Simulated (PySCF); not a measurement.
# RuF₄: relaxation and vibrations of the singlet

The task is one start of a wider search on RuF₄: the singlet, from a PBE0 minimum start. It is relaxed, tested by its Hessian and followed downhill if it is a saddle.

Program: PySCF 2.14.0. Level of theory: PBE0, basis Ru def2-SVP with ECP28, F def2-SVP, scalar-relativistic core potentials, no spin–orbit coupling, density fitting. These are calculated values, not measurements.

### Step 1. The system as given

5 atoms, charge 0, spin multiplicity 1.

Bond lengths: Ru1–F2 1.823 Å, Ru1–F3 1.823 Å, Ru1–F4 1.823 Å, Ru1–F5 1.823 Å. Angles: F2–Ru1–F3 109.5°, F2–Ru1–F4 109.5°, F2–Ru1–F5 109.5°, F3–Ru1–F4 109.5°, F3–Ru1–F5 109.5°, F4–Ru1–F5 109.5°.

```xyz
5
charge 0 multiplicity 1
Ru    0.0000    0.0000    0.0000
F    -1.0520   -1.0524   -1.0524
F    -1.0520    1.0524    1.0524
F     1.0520   -1.0524    1.0524
F     1.0520    1.0524   -1.0524
```

### Step 2. The SCF at the typed geometry

The steps below are one call of a driver around PySCF. For each, scf.py gives the equivalent set-up of the SCF; relaxations use the driver's own optimiser. After this first run the driver tries any further starts and a stability analysis.

scf.py

```python
from pyscf import gto, scf, dft
mol = gto.M(atom='''
Ru     0.000000     0.000000     0.000000
F     -1.052030    -1.052400    -1.052400
F     -1.052030     1.052400     1.052400
F      1.052030    -1.052400     1.052400
F      1.052030     1.052400    -1.052400''',
    basis={'Ru': 'def2-SVP', 'F': 'def2-SVP'},
    ecp={'Ru': 'def2-SVP'},
    charge=0, spin=0)
mf = dft.RKS(mol, xc='PBE0')
mf.grids.atom_grid = (50, 194)
aux = {'Ru': 'def2-universal-JKFIT', 'F': 'def2-universal-JKFIT'}
mf = mf.density_fit(auxbasis=aux)
mf.conv_tol = 1e-08
mf.diis_space = 10
mf.max_cycle = 60
mf.init_guess = 'minao'
mf.verbose = 4
mf.kernel()
```

On the command line:

```bash
$ OMP_NUM_THREADS=2 python axn.py task.json out
```

The log of the run:

```text
init E= -484.168477292696
  HOMO = -0.581416633586704  LUMO = -0.515313632774278  gap/eV = 1.79875
cycle= 1 E= -493.374861988687  delta_E= -9.21  |g|= 1.01  |ddm|= 3.19
  HOMO = -0.287482303171377  LUMO = -0.161515926936053  gap/eV = 3.42772
cycle= 2 E= -492.499713326328  delta_E= 0.875  |g|= 2.42  |ddm|= 1.87
  HOMO = -0.250951999465055  LUMO = -0.0948739261263337  gap/eV = 4.24710
cycle= 3 E= -493.502338238572  delta_E=   -1  |g|= 0.36  |ddm|= 1.62
  HOMO = -0.320893733859712  LUMO = -0.162764441972872  gap/eV = 4.30292
cycle= 4 E= -493.53313386639  delta_E= -0.0308  |g|= 0.0289  |ddm|= 0.359
  HOMO = -0.316463802042112  LUMO = -0.156609958219112  gap/eV = 4.34984
cycle= 5 E= -493.533336471696  delta_E= -0.000203  |g|= 0.00153  |ddm|= 0.0254
  HOMO = -0.31657675995603  LUMO = -0.156677913284749  gap/eV = 4.35107
cycle= 6 E= -493.533336740687  delta_E= -2.69e-07  |g|= 0.000698  |ddm|= 0.00113
  HOMO = -0.316649091934205  LUMO = -0.156744631423672  gap/eV = 4.35122
cycle= 7 E= -493.533336840677  delta_E= -1e-07  |g|= 9.01e-05  |ddm|= 0.000558
  HOMO = -0.316656903650953  LUMO = -0.156751989826002  gap/eV = 4.35123
cycle= 8 E= -493.533336842275  delta_E= -1.6e-09  |g|= 5.73e-06  |ddm|= 7.04e-05
  HOMO = -0.316655064853408  LUMO = -0.156750028018382  gap/eV = 4.35124
Extra cycle  E= -493.533336842237  delta_E= 3.8e-11  |g|= 1.52e-05  |ddm|= 1.48e-05
converged SCF energy = -493.533336842237
```

This step, with its further starts and checks, needed 2.7 s of wall time on 2 threads of Arm Neoverse V2, shared host.

No lower closed-shell solution turned up in the test of internal stability.

### Step 3. Relaxing the singlet from the PBE0 minimum start

The program finds Td symmetry in the start, which this walk keeps. Threshold on the gradient: 0.0003 Eh/bohr, with a further test on the energy change.

scf.py: that of step 2 with these lines changed.

```diff
@@ -4,4 +4,4 @@
-F     -1.052030    -1.052400    -1.052400
-F     -1.052030     1.052400     1.052400
-F      1.052030    -1.052400     1.052400
-F      1.052030     1.052400    -1.052400''',
+F     -1.052277    -1.052277    -1.052277
+F     -1.052277     1.052277     1.052277
+F      1.052277    -1.052277     1.052277
+F      1.052277     1.052277    -1.052277''',
@@ -18 +17,0 @@
-mf.init_guess = 'minao'
```

The optimiser's trace:

| step | energy (Eh) | change (kJ/mol) | largest symmetric gradient (Eh/bohr) |
| --- | --- | --- | --- |
| 0 | -493.533337 | 0.00 | 0.00014 |

The walk took 1.4 s.

After 0 steps and 0.0 kJ/mol it ends at Td: Ru–F 1.823 Å (×4); F–Ru–F 109.5° (×6).

### Step 4. Frequencies

The point is checked on the finer grid, and tightened if its gradient asks for it. The Hessian and the dipole derivatives come from central differences of analytic gradients, with steps of 0.02 bohr.

scf.py: that of step 3 with these lines changed.

```diff
@@ -12 +12 @@
-mf.grids.atom_grid = (50, 194)
+mf.grids.atom_grid = (75, 302)
@@ -15 +15 @@
-mf.conv_tol = 1e-08
+mf.conv_tol = 1e-10
```

This SCF starts from the last density.

SCF at the final geometry:

```text
init E= -493.533425551472
  HOMO = -0.316706903385833  LUMO = -0.156756434935835  gap/eV = 4.35247
cycle= 1 E= -493.533425551449  delta_E= 2.27e-11  |g|= 1.2e-05  |ddm|= 1.12e-05
  HOMO = -0.316704519382802  LUMO = -0.15675386466199  gap/eV = 4.35248
cycle= 2 E= -493.533425551269  delta_E= 1.81e-10  |g|= 3.25e-05  |ddm|= 2.93e-05
  HOMO = -0.316706143139782  LUMO = -0.156755623782187  gap/eV = 4.35248
cycle= 3 E= -493.533425551471  delta_E= -2.02e-10  |g|= 2.51e-07  |ddm|= 2.11e-05
  HOMO = -0.316706196810783  LUMO = -0.156755677635753  gap/eV = 4.35248
cycle= 4 E= -493.533425551483  delta_E= -1.21e-11  |g|= 5.93e-09  |ddm|= 2.44e-07
  HOMO = -0.316706196033073  LUMO = -0.156755676739236  gap/eV = 4.35248
Extra cycle  E= -493.533425551477  delta_E= 6.03e-12  |g|= 4.15e-09  |ddm|= 1.21e-08
converged SCF energy = -493.533425551477
```

The whole step took 17 s.

Geometry: Td; Ru–F 1.823 Å (×4); F–Ru–F 109.5° (×6).

Harmonic modes (main isotopes):

```csv
symmetry,ω (cm⁻¹),IR (km/mol),type
t2,87,94.8,bend
e,134,0.0,bend
t2,696,339,stretch
a1,704,0.0,stretch
```

All wavenumbers are real: a minimum.

Properties at this point:

| Quantity | Value |
| --- | --- |
| Dipole moment | 0.00 D |
| Highest occupied level | -8.62 eV |
| Lowest empty level | -4.27 eV |
| Rotational constants | 0.1002, 0.1002, 0.1002 cm⁻¹ |
| Zero-point energy | 19.9 kJ/mol |
| Principal polarisabilities | 30.6, 30.6, 30.6 bohr³ |
| Atomisation energy without zero-point energy | 1488 kJ/mol |
| Principal traceless quadrupole moments about the centre of mass | 0.00, 0.00, 0.00 D Å |
| Entropy at 298.15 K and 1 bar | 341.3 J/(mol K) |
| Heat capacity Cp at 298.15 K | 87.8 J/(mol K) |
| Enthalpy at 298.15 K above 0 K | 20.61 kJ/mol |
| Rotational symmetry number | 12 |

Charges (e) and bond orders:

```json
{"atom": "Ru1", "Mulliken": "1.31", "Löwdin": "0.47", "polar tensor": "2.36", "Mayer order to Ru1": "–"}
{"atom": "F2,3,4,5", "Mulliken": "-0.33", "Löwdin": "-0.12", "polar tensor": "-0.59", "Mayer order to Ru1": "1.02"}
```

Outer orbital energies (eV). occupied: -12.88, -12.88, -12.88, -12.39, -12.39, -12.39, -8.62, -8.62; empty: -4.27, -4.27, -4.27, -0.41.

Mulliken populations on Ru1 (outside its core potential): s 2.23, p 6.43, d 6.00, f 0.03.

### Step 5. What came out

```
                                 quantity                                  value
                                  minimum                            singlet, Td
                                 geometry  Ru–F 1.823 Å (×4); F–Ru–F 109.5° (×6)
                       wavenumbers (cm⁻¹)   87 (t2), 134 (e), 696 (t2), 704 (a1)
                            dipole moment                                 0.00 D
     highest occupied, lowest empty level                        -8.62, -4.27 eV
               polar-tensor charge of Ru1                                +2.36 e
                        zero-point energy                            19.9 kJ/mol
                      entropy at 298.15 K                        341.3 J/(mol K)
atomisation energy (no zero-point energy)                            1488 kJ/mol
```

In words: The molecule stays Td, as typed, and the end point is a minimum. In the infrared the band at 696 cm⁻¹ (t2, stretch) leads. The dipole vanishes although Ru1 carries +2.4 e by the polar tensor: the bond dipoles cancel. Other starts or spin states, not run here, may lie lower. Whether spin polarisation would lower the closed shell was not checked.

The search up to here took 21 s.
